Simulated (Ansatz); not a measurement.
**LaRh3C (Pm-3m): charge-density difference against the sublattices**

Wanted for LaRh3C (Pm-3m): a charge-density difference against the sublattices.

Computed with Ansatz 0.2.0, driven from Python. Level of theory: DFT LDA, plane waves, PAW.

### 1 The system

Symmetry: Pm-3m, No. 221, cubic system. The conventional cell has a = 4.267 Å, b = 4.267 Å, c = 4.267 Å, α = 90.00°, β = 90.00°, γ = 90.00°. La (site symmetry m-3m) is surrounded by 12 Rh at 3.02 Å. Rh (site symmetry 4/mmm) has 2 C at 2.13 Å as nearest neighbours. C (site symmetry m-3m) has 6 Rh at 2.13 Å as nearest neighbours.

No structure file is read: the coordinates are typed or built in the script.

### 2 Script

File drho_larh3c.py:

```python
# -*- coding: utf-8 -*-
"""Density of LaRh3C less that of its sublattices."""

import ansatz
import numpy as np

VECTORS = np.array([
    [4.266945, 0.0, 0.0],
    [0.0, 4.266945, 0.0],
    [0.0, 0.0, 4.266945],
])
SITES = [
    ("La", (0.5, 0.5, 0.5)),
    ("Rh", (0.5, 0.0, 0.0)),
    ("Rh", (0.0, 0.5, 0.0)),
    ("Rh", (0.0, 0.0, 0.5)),
    ("C", (0.0, 0.0, 0.0)),
]


def make_crystal(cell):
    crystal = ansatz.Crystal(lattice=ansatz.Lattice.of(cell))
    for symbol, position in SITES:
        crystal = crystal.atom(symbol, position)
    return crystal

# one cutoff and one grid for all runs, so that the fields can be subtracted
def solve(crystal):
    return (
        crystal.calculation()
        .functional("LDA")
        .occupations("Marzari-Vanderbilt", width=0.15)
        .basis(460, grid_basis="typed")  # a bare number is in eV
        .kpoints(6, 6, 6)  # the mesh must be finer for metals
        .density()
        .run(threads=1)
    )


whole = solve(make_crystal(VECTORS))
difference = whole.density().channels[0].density_e_per_ang3.copy()
binding = whole.report["free_energy_ev"]
for element in ["La", "Rh", "C"]:
    part = ansatz.Crystal(lattice=ansatz.Lattice.of(VECTORS))
    for symbol, position in SITES:
        if symbol == element:
            part = part.atom(symbol, position)
    alone = solve(part)
    difference -= alone.density().channels[0].density_e_per_ang3
    binding -= alone.report["free_energy_ev"]
    print(f"{element} sublattice: {alone.report['n_electrons']:g} electrons, {alone.report['n_iterations']} iterations")

voxel = abs(np.linalg.det(VECTORS)) / difference.size
print(f"energy of the crystal less its unpolarised sublattices: {binding / len(SITES):.4f} eV/atom")
print(f"net charge of the difference {difference.sum() * voxel:.5f} e, charge moved {0.5 * np.abs(difference).sum() * voxel:.3f} e")
print(f"extremes {difference.min():.4f} and {difference.max():.4f} e/A^3")
for (symbol, position) in SITES:
    index = tuple(int(round(p * n)) % n for p, n in zip(position, difference.shape))
    print(f"  change of the pseudo-density at the grid point nearest {symbol}: {difference[index]:+.4f} e/A^3")
profile = difference.mean(axis=(0, 1))
print("planar mean along the third vector:", np.round(profile[:: max(len(profile) // 12, 1)], 4))
```

### 3 The input behind the calls

The package turns the script's settings into the engine's input (first run):

```yaml
crystal:
  lattice:
    - [4.266945, 0.0, 0.0]
    - [0.0, 4.266945, 0.0]
    - [0.0, 0.0, 4.266945]
  atoms:
    - { symbol: La, position: [0.5, 0.5, 0.5] }
    - { symbol: Rh, position: [0.5, 0.0, 0.0] }
    - { symbol: Rh, position: [0.0, 0.5, 0.0] }
    - { symbol: Rh, position: [0.0, 0.0, 0.5] }
    - { symbol: C, position: [0.0, 0.0, 0.0] }
basis:
  ecutwfc: 460.0
  fft_grid_basis: typed
kpoints:
  mp_grid:
    grid: [6, 6, 6]
hamiltonian:
  xc: lda
scf:
  occupations:
    method: cold
    width: 0.15
output:
  write_density: true
```

### 4 Launch

The run is started by

```console
$ python drho_larh3c.py
```

**Question.** What results will this script give? Wanted: charge moved; crystal less its sublattices.

**Answer**, as computed:

```
                    quantity            value
                charge moved          0.647 e
crystal less its sublattices  -4.1725 eV/atom
               runs compared                4
```

In words: All 4 runs converged (6 to 7 cycles). Notes:
- The mesh is modest for a metal, so energies can be off by several to tens of meV an atom and pressures by half a GPa or more; differences at equal mesh fare better.
- The fields are valence quantities on the plane-wave grid; their values near the nuclei depend on the potentials.
- This cell is a computed structure, which may not be the phase found in nature.
- Charge moved counts every rearrangement, bonding and polarisation too, and is no transfer between atoms; the bare sublattices are artificial references.
